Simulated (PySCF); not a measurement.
# B₂H₆Se₂ (-2): NMR shifts at several levels of theory

How much do the NMR shifts of B₂H₆Se₂ (-2) (`[BH3-][Se][Se][BH3-]`) depend on the level of theory, and what does each level cost?

Programs: PySCF 2.14.0, with density-fitted response routines of our own. Each step states its level of theory. These are calculated values for one molecule in the gas phase, unless marked as measured. Atoms are numbered from 0 throughout.

3 further runs of the same task are left out: 3 for a faulty analytic Hessian.

## Step 1: The molecule as given

10 atoms, charge -2, multiplicity 1; geometry from: GFN2-xTB.

Bonds of the start (Å): B0–Se1 2.14, Se1–Se2 2.37, Se2–B3 2.14, B0–H4 1.21, B0–H5 1.20, B0–H6 1.20, B3–H7 1.20, B3–H8 1.20, B3–H9 1.21.

## Step 2: Relaxing the molecule at PBE0-D3(BJ)/def2-SVP

What the job is given:

```
{"job": {"xc": "PBE0", "basis": "def2-SVP", "d3": "d3bj", "grid": 1, "kind": "geom"}, "charge": -2, "multiplicity": 1}
B      1.984560    -1.209400     1.168080
Se     0.973950     0.538340     0.473030
Se    -0.896270    -0.175360    -0.792530
B     -2.410750    -0.782160     0.584850
H      2.954780    -0.761650     1.744100
H      2.305800    -1.864290     0.211330
H      1.256620    -1.795170     1.922310
H     -2.671810     0.153930     1.294100
H     -2.013210    -1.740360     1.189600
H     -3.346080    -1.066910    -0.134630
```

Log:

```text
step   0  E = -4855.13558720  max force = 0.014653
step   1  E = -4855.13988448  max force = 0.007544
step   2  E = -4855.14149873  max force = 0.002412
step   3  E = -4855.14229298  max force = 0.001398
step   4  E = -4855.14245821  max force = 0.000965
step   5  E = -4855.14261448  max force = 0.001014
step   6  E = -4855.14258861  max force = 0.001085
step   7  E = -4855.14262611  max force = 0.000454
step   8  E = -4855.14263346  max force = 0.000191
optimisation converged
```

Wall time 58 s (4 threads of Arm Neoverse N1, shared host).

Along the way:

```csv
step,energy from step 0 (eV),largest force component (eV/Å)
0,0.0000,0.7535
1,-0.1169,0.3879
2,-0.1609,0.1240
3,-0.1825,0.0719
4,-0.1870,0.0496
5,-0.1912,0.0521
6,-0.1905,0.0558
7,-0.1915,0.0233
8,-0.1917,0.0098
```

Distances of close pairs at the start and the end, largest changes first:

```
  bond  before (Å)  after (Å)  change (Å)
B0–Se1       2.135      2.090      -0.045
Se2–B3       2.135      2.092      -0.044
 B3–H7       1.203      1.244      +0.041
 B0–H6       1.201      1.241      +0.041
 B0–H5       1.203      1.243      +0.040
 B3–H8       1.201      1.241      +0.040
 B0–H4       1.214      1.254      +0.040
 B3–H9       1.214      1.254      +0.040
```

The end geometry stands in the next job.

```
                         at the end point                value
rotational constants (GHz, main isotopes)  5.844, 1.301, 1.164
```

## Step 3: NMR shieldings: PBE0/pcSseg-2

What the job is given:

```
{"job": {"kind": "nmr", "xc": "PBE0", "basis": "pcSseg-2", "pop": false}, "charge": -2, "multiplicity": 1}
B      2.342312    -1.261513     1.136635
Se     0.763550     0.106919     1.077434
Se    -0.882424    -0.737988    -0.449157
B     -2.743957    -0.601220     0.494549
H      3.154614    -0.647162     1.867521
H      2.842579    -1.440616     0.012699
H      2.016309    -2.336491     1.664826
H     -3.049154     0.578394     0.746014
H     -2.808189    -1.311972     1.509584
H     -3.498049    -1.051381    -0.399864
```

With the program's defaults for keys left out, this is: GIAO PBE0/pcSseg-2 NMR shielding, non-relativistic, gas phase.

Log:

```text
coarse grid: 39856 points
cycle   1  E = -4855.7562754760  dE = -2.192e+00  |g| = 1.299e+00  |ddm| = 2.309e+00
cycle   2  E = -4855.7731463589  dE = -1.687e-02  |g| = 9.360e-01  |ddm| = 1.667e+00
cycle   3  E = -4855.8765737017  dE = -1.034e-01  |g| = 1.827e-01  |ddm| = 7.480e-01
cycle   4  E = -4855.8835034858  dE = -6.930e-03  |g| = 4.861e-02  |ddm| = 2.011e-01
cycle   5  E = -4855.8842857293  dE = -7.822e-04  |g| = 1.006e-02  |ddm| = 7.633e-02
cycle   6  E = -4855.8843135302  dE = -2.780e-05  |g| = 1.915e-03  |ddm| = 1.152e-02
cycle   7  E = -4855.8843144046  dE = -8.744e-07  |g| = 5.653e-04  |ddm| = 2.946e-03
final grid: 80800 points
cycle   8  E = -4855.8842444158  dE = -6.203e-08  |g| = 6.835e-04  |ddm| = 2.211e-03
cycle   9  E = -4855.8842443833  dE =  3.247e-08  |g| = 8.742e-04  |ddm| = 1.447e-03
cycle  10  E = -4855.8842444933  dE = -1.100e-07  |g| = 7.743e-05  |ddm| = 7.379e-04
cycle  11  E = -4855.8842444947  dE = -1.356e-09  |g| = 2.207e-05  |ddm| = 9.689e-05
cycle  12  E = -4855.8842444948  dE = -1.173e-10  |g| = 2.848e-06  |ddm| = 2.454e-05
converged SCF energy = -4855.8842444948

GIAO shielding tensors (ppm)
atom      isotropic    diamagn.    paramagn.     s11        s22        s33       span
  0 B      125.901     179.071     -53.171    111.889    114.955    150.857     38.968
  1 Se    1746.230    3002.448   -1256.217   1134.369   1436.245   2668.078   1533.710
  2 Se    1750.995    3002.427   -1251.432   1140.336   1445.725   2666.924   1526.588
  3 B      125.808     179.187     -53.378    111.285    115.315    150.826     39.541
  4 H       29.628      29.153       0.474     25.957     26.377     36.548     10.592
  5 H       29.330      28.769       0.560     25.739     27.162     35.088      9.348
  6 H       29.176      28.691       0.485     25.568     27.363     34.596      9.028
  7 H       29.315      28.837       0.478     25.697     27.128     35.121      9.425
  8 H       29.193      28.670       0.523     25.632     27.375     34.571      8.939
  9 H       29.611      29.178       0.434     26.058     26.281     36.495     10.437
```

Run time: 52 s. Hardware: 4 threads of Arm Neoverse N1, shared host.

Shifts follow as δ = σ(reference) − σ, with reference shieldings (ppm) from runs at the same level and on the same kind of geometry: ¹H TMS 31.25, ¹¹B BF3·OEt2 99.1, ⁷⁷Se Me2Se 1766. The references are single molecules in the gas phase. Atoms listed in one row are averaged.

```csv
atoms,environment,σ (ppm),δ (ppm)
"H4, H5, H6, H7, H8, H9",hydrogen on a boron bonded to Se,29.38,1.87
"B0, B3","boron bonded to Se, 3 H",125.9,-26.8
"Se1, Se2","selenium bonded to B, Se",1749,18
```

## Step 4: NMR shieldings: PBE/pcSseg-2

Settings changed since step 3:

```diff
@@ -1,2 +1,2 @@
-{"job": {"kind": "nmr", "xc": "PBE0", "basis": "pcSseg-2", "pop": false}, "charge": -2, "multiplicity": 1}
+{"job": {"kind": "nmr", "xc": "PBE", "basis": "pcSseg-2", "pop": false}, "charge": -2, "multiplicity": 1}
 B      2.342312    -1.261513     1.136635
```

With the program's defaults for keys left out, this is: GIAO PBE/pcSseg-2 NMR shielding, non-relativistic, gas phase.

Log:

```text
coarse grid: 39856 points
cycle   1  E = -4855.5196648610  dE = -2.101e+00  |g| = 1.586e+00  |ddm| = 2.370e+00
cycle   2  E = -4855.3089242882  dE =  2.107e-01  |g| = 1.500e+00  |ddm| = 2.674e+00
cycle   3  E = -4855.6722924779  dE = -3.634e-01  |g| = 4.226e-01  |ddm| = 1.873e+00
cycle   4  E = -4855.7258748840  dE = -5.358e-02  |g| = 1.203e-01  |ddm| = 5.493e-01
cycle   5  E = -4855.7298370386  dE = -3.962e-03  |g| = 4.613e-02  |ddm| = 2.514e-01
cycle   6  E = -4855.7304456078  dE = -6.086e-04  |g| = 8.881e-03  |ddm| = 7.619e-02
cycle   7  E = -4855.7304644313  dE = -1.882e-05  |g| = 2.575e-03  |ddm| = 1.540e-02
cycle   8  E = -4855.7304658981  dE = -1.467e-06  |g| = 1.112e-03  |ddm| = 4.905e-03
final grid: 80800 points
cycle   9  E = -4855.7303783751  dE =  1.662e-06  |g| = 2.721e-03  |ddm| = 5.142e-03
cycle  10  E = -4855.7303674927  dE =  1.088e-05  |g| = 6.748e-03  |ddm| = 1.137e-02
cycle  11  E = -4855.7303804918  dE = -1.300e-05  |g| = 1.506e-04  |ddm| = 8.111e-03
cycle  12  E = -4855.7303804998  dE = -8.044e-09  |g| = 1.942e-05  |ddm| = 2.211e-04
cycle  13  E = -4855.7303804999  dE = -9.732e-11  |g| = 6.281e-06  |ddm| = 2.260e-05
converged SCF energy = -4855.7303804999

GIAO shielding tensors (ppm)
atom      isotropic    diamagn.    paramagn.     s11        s22        s33       span
  0 B      121.114     179.810     -58.696    106.065    109.594    147.682     41.617
  1 Se    1616.116    3002.209   -1386.093    965.700   1283.313   2599.336   1633.636
  2 Se    1621.608    3002.190   -1380.582    973.651   1293.656   2597.517   1623.865
  3 B      121.022     179.926     -58.904    105.459    109.950    147.658     42.199
  4 H       29.369      29.173       0.196     25.756     26.123     36.228     10.472
  5 H       29.101      28.814       0.287     25.573     26.938     34.793      9.220
  6 H       28.938      28.753       0.186     25.386     27.185     34.245      8.860
  7 H       29.085      28.886       0.199     25.529     26.896     34.829      9.300
  8 H       28.962      28.729       0.233     25.455     27.212     34.218      8.763
  9 H       29.349      29.198       0.152     25.883     25.992     36.173     10.290
```

Run time: 36 s. Hardware: 4 threads of Arm Neoverse N1, shared host.

This run: δ B0 -28.4, Se1 59, H4 2.04 ppm (means over like atoms).

## Step 5: NMR shieldings: wB97X-D/pcSseg-2

Settings changed since step 4:

```diff
@@ -1,2 +1,2 @@
-{"job": {"kind": "nmr", "xc": "PBE", "basis": "pcSseg-2", "pop": false}, "charge": -2, "multiplicity": 1}
+{"job": {"kind": "nmr", "xc": "wB97X-D", "basis": "pcSseg-2", "pop": false}, "charge": -2, "multiplicity": 1}
 B      2.342312    -1.261513     1.136635
```

Method: GIAO wB97X-D/pcSseg-2 NMR shielding, non-relativistic, gas phase.

Log:

```text
coarse grid: 39856 points
cycle   1  E = -4856.5616274132  dE = -2.245e+00  |g| = 1.231e+00  |ddm| = 2.251e+00
cycle   2  E = -4856.6204390730  dE = -5.881e-02  |g| = 7.484e-01  |ddm| = 9.852e-01
cycle   3  E = -4856.6478042525  dE = -2.737e-02  |g| = 1.446e-01  |ddm| = 2.121e-01
cycle   4  E = -4856.6492774905  dE = -1.473e-03  |g| = 2.470e-02  |ddm| = 9.628e-02
cycle   5  E = -4856.6494245577  dE = -1.471e-04  |g| = 7.425e-03  |ddm| = 4.673e-02
cycle   6  E = -4856.6494487091  dE = -2.415e-05  |g| = 1.690e-03  |ddm| = 1.807e-02
cycle   7  E = -4856.6494499883  dE = -1.279e-06  |g| = 3.137e-04  |ddm| = 5.265e-03
final grid: 80800 points
cycle   8  E = -4856.6490268631  dE = -2.619e-06  |g| = 7.372e-04  |ddm| = 4.167e-03
cycle   9  E = -4856.6490269500  dE = -8.687e-08  |g| = 5.071e-04  |ddm| = 1.035e-03
cycle  10  E = -4856.6490269775  dE = -2.755e-08  |g| = 1.026e-04  |ddm| = 3.209e-04
cycle  11  E = -4856.6490269806  dE = -3.108e-09  |g| = 3.967e-05  |ddm| = 2.549e-04
cycle  12  E = -4856.6490269813  dE = -6.912e-10  |g| = 1.335e-05  |ddm| = 1.038e-04
converged SCF energy = -4856.6490269813

GIAO shielding tensors (ppm)
atom      isotropic    diamagn.    paramagn.     s11        s22        s33       span
  0 B      127.306     177.768     -50.462    113.210    116.839    151.870     38.660
  1 Se    1773.213    3002.628   -1229.416   1159.396   1477.136   2683.106   1523.711
  2 Se    1777.672    3002.609   -1224.937   1166.112   1484.747   2682.156   1516.045
  3 B      127.209     177.871     -50.662    112.641    117.149    151.837     39.195
  4 H       29.829      29.238       0.591     26.165     26.634     36.689     10.524
  5 H       29.484      28.793       0.691     25.886     27.341     35.225      9.339
  6 H       29.329      28.701       0.628     25.723     27.518     34.747      9.024
  7 H       29.469      28.857       0.612     25.842     27.308     35.256      9.414
  8 H       29.345      28.677       0.667     25.784     27.526     34.724      8.940
  9 H       29.814      29.256       0.558     26.259     26.547     36.636     10.377
```

Run time: 70 s. Hardware: 4 threads of Arm Neoverse N1, shared host.

This run: δ B0 -27.3, Se1 -31, H4 1.81 ppm (means over like atoms).

## Step 6: NMR shieldings: KT2/pcSseg-2

Settings changed since step 5:

```diff
@@ -1,2 +1,2 @@
-{"job": {"kind": "nmr", "xc": "wB97X-D", "basis": "pcSseg-2", "pop": false}, "charge": -2, "multiplicity": 1}
+{"job": {"kind": "nmr", "xc": "KT2", "basis": "pcSseg-2", "pop": false}, "charge": -2, "multiplicity": 1}
 B      2.342312    -1.261513     1.136635
```

Level: GIAO KT2/pcSseg-2 NMR shielding, non-relativistic, gas phase.

Log:

```text
coarse grid: 39856 points
cycle   1  E = -4876.1174557907  dE = -2.050e+00  |g| = 9.503e-01  |ddm| = 2.282e+00
cycle   2  E = -4875.9568037969  dE =  1.607e-01  |g| = 9.076e-01  |ddm| = 2.708e+00
cycle   3  E = -4876.2449133777  dE = -2.881e-01  |g| = 3.200e-01  |ddm| = 1.871e+00
cycle   4  E = -4876.2789646352  dE = -3.405e-02  |g| = 6.128e-02  |ddm| = 3.667e-01
cycle   5  E = -4876.2798770196  dE = -9.124e-04  |g| = 3.964e-02  |ddm| = 2.018e-01
cycle   6  E = -4876.2802982012  dE = -4.212e-04  |g| = 5.206e-03  |ddm| = 5.777e-02
cycle   7  E = -4876.2803014380  dE = -3.237e-06  |g| = 2.143e-03  |ddm| = 9.451e-03
final grid: 80800 points
cycle   8  E = -4876.2802135281  dE =  3.155e-06  |g| = 4.007e-03  |ddm| = 9.069e-03
cycle   9  E = -4876.2801965624  dE =  1.697e-05  |g| = 8.670e-03  |ddm| = 1.622e-02
cycle  10  E = -4876.2802178993  dE = -2.134e-05  |g| = 1.063e-03  |ddm| = 1.117e-02
cycle  11  E = -4876.2802182439  dE = -3.446e-07  |g| = 1.149e-04  |ddm| = 1.564e-03
cycle  12  E = -4876.2802182467  dE = -2.889e-09  |g| = 2.911e-05  |ddm| = 1.843e-04
cycle  13  E = -4876.2802182470  dE = -2.647e-10  |g| = 3.780e-06  |ddm| = 5.353e-05
converged SCF energy = -4876.2802182470

GIAO shielding tensors (ppm)
atom      isotropic    diamagn.    paramagn.     s11        s22        s33       span
  0 B      125.270     180.368     -55.098    110.765    114.154    150.891     40.126
  1 Se    1676.021    3007.069   -1331.048   1054.322   1366.209   2607.531   1553.209
  2 Se    1681.440    3007.056   -1325.615   1061.711   1376.684   2605.925   1544.214
  3 B      125.179     180.468     -55.289    110.162    114.508    150.868     40.706
  4 H       29.340      28.720       0.620     25.699     26.075     36.248     10.549
  5 H       29.117      28.754       0.364     25.484     27.008     34.861      9.377
  6 H       28.951      28.472       0.479     25.285     27.259     34.309      9.024
  7 H       29.101      28.792       0.309     25.436     26.964     34.902      9.466
  8 H       28.974      28.464       0.510     25.360     27.288     34.275      8.915
  9 H       29.320      28.756       0.564     25.807     25.959     36.194     10.387
```

Wall time 37 s (4 threads of Arm Neoverse N1, shared host).

Key values: δ B0 -26.9, Se1 52, H4 2.04 ppm (means over like atoms).

## Step 7: Shielding tensors: HF/pcSseg-2

Settings changed since step 6:

```diff
@@ -1,2 +1,2 @@
-{"job": {"kind": "nmr", "xc": "KT2", "basis": "pcSseg-2", "pop": false}, "charge": -2, "multiplicity": 1}
+{"job": {"kind": "nmr", "xc": "HF", "basis": "pcSseg-2", "pop": false}, "charge": -2, "multiplicity": 1}
 B      2.342312    -1.261513     1.136635
```

Level: GIAO HF/pcSseg-2 NMR shielding, non-relativistic, gas phase.

Log:

```text
final grid: 80800 points
cycle   1  E = -4852.4999085269  dE = -2.260e+00  |g| = 7.782e-01  |ddm| = 2.232e+00
cycle   2  E = -4852.5585916514  dE = -5.868e-02  |g| = 3.215e-01  |ddm| = 7.852e-01
cycle   3  E = -4852.5652020343  dE = -6.610e-03  |g| = 6.278e-02  |ddm| = 1.305e-01
cycle   4  E = -4852.5662552212  dE = -1.053e-03  |g| = 1.781e-02  |ddm| = 8.592e-02
cycle   5  E = -4852.5663659740  dE = -1.108e-04  |g| = 4.672e-03  |ddm| = 3.174e-02
cycle   6  E = -4852.5663758183  dE = -9.844e-06  |g| = 1.207e-03  |ddm| = 1.010e-02
cycle   7  E = -4852.5663768722  dE = -1.054e-06  |g| = 3.215e-04  |ddm| = 3.582e-03
cycle   8  E = -4852.5663769703  dE = -9.811e-08  |g| = 9.640e-05  |ddm| = 1.196e-03
cycle   9  E = -4852.5663769805  dE = -1.020e-08  |g| = 3.948e-05  |ddm| = 3.409e-04
cycle  10  E = -4852.5663769828  dE = -2.289e-09  |g| = 1.711e-05  |ddm| = 1.834e-04
cycle  11  E = -4852.5663769834  dE = -5.757e-10  |g| = 8.508e-06  |ddm| = 1.040e-04
converged SCF energy = -4852.5663769834

GIAO shielding tensors (ppm)
atom      isotropic    diamagn.    paramagn.     s11        s22        s33       span
  0 B      134.726     174.126     -39.400    123.106    125.367    155.705     32.599
  1 Se    2007.340    3002.859    -995.519   1491.970   1768.294   2761.756   1269.786
  2 Se    2010.415    3002.819    -992.405   1494.653   1775.524   2761.067   1266.414
  3 B      134.636     174.243     -39.607    122.474    125.770    155.665     33.191
  4 H       30.308      29.369       0.939     26.443     27.176     37.305     10.862
  5 H       29.996      28.777       1.218     26.246     27.873     35.869      9.624
  6 H       29.852      28.740       1.112     26.064     28.034     35.459      9.395
  7 H       29.981      28.845       1.136     26.207     27.842     35.894      9.687
  8 H       29.864      28.728       1.136     26.115     28.038     35.438      9.324
  9 H       30.296      29.390       0.906     26.507     27.126     37.255     10.747
```

It took 38 s on 4 threads of Arm Neoverse N1, shared host.

This run: δ B0 -20.2, Se1 -93, H4 1.63 ppm (means over like atoms).

## Step 8: Side by side: NMR shifts

Shifts (ppm), means over like atoms, with basis size and wall time:

| run | H4 | B0 | Se1 | functions | time |
| --- | --- | --- | --- | --- | --- |
| PBE0/pcSseg-2 | 1.87 | -26.8 | 18 | 282 | 52 s |
| PBE/pcSseg-2 | 2.04 | -28.4 | 59 | 282 | 36 s |
| wB97X-D/pcSseg-2 | 1.81 | -27.3 | -31 | 282 | 70 s |
| KT2/pcSseg-2 | 2.04 | -26.9 | 52 | 282 | 37 s |
| HF/pcSseg-2 | 1.63 | -20.2 | -93 | 282 | 38 s |

## Step 9: What came out

| quantity | value |
| --- | --- |
| rotational constants (main isotopes) | 5.84, 1.30, 1.16 GHz |
| ¹H shifts against TMS (PBE0/pcSseg-2, means over atoms taken as alike) | 1.87 ppm |
| ¹¹B shifts against BF3·OEt2 (PBE0/pcSseg-2, means over atoms taken as alike) | -26.8 ppm |
| ⁷⁷Se shifts against Me2Se (PBE0/pcSseg-2, means over atoms taken as alike) | 18 ppm |
| range of the shift of Se1 (with its like atoms) | -93 to 59 ppm |

In words: Single values in the summary come from the first sound run of each kind (PBE0/pcSseg-2), which need not be the best level. Relaxing lowered the energy by 0.192 eV in 8 steps; the close pair that moved most is B0–Se1, from 2.135 to 2.090 Å. At PBE0/pcSseg-2: The largest span, 1530 ppm, is at Se1, Se2, where the paramagnetic term is -1254 ppm. Across the 5 runs the shift of Se1 (with its like atoms) moves most, between -93 (HF/pcSseg-2) and 59 ppm (PBE/pcSseg-2). Spin-orbit coupling is left out, which matters for shieldings and couplings at and beside the heavy atoms. At PBE0/pcSseg-2 the HOMO lies above zero (+3.13 eV), as often for anions in the gas phase: self-interaction error lifts it, or the electron is held by the finite basis alone; counter-ions and solvent are missing.
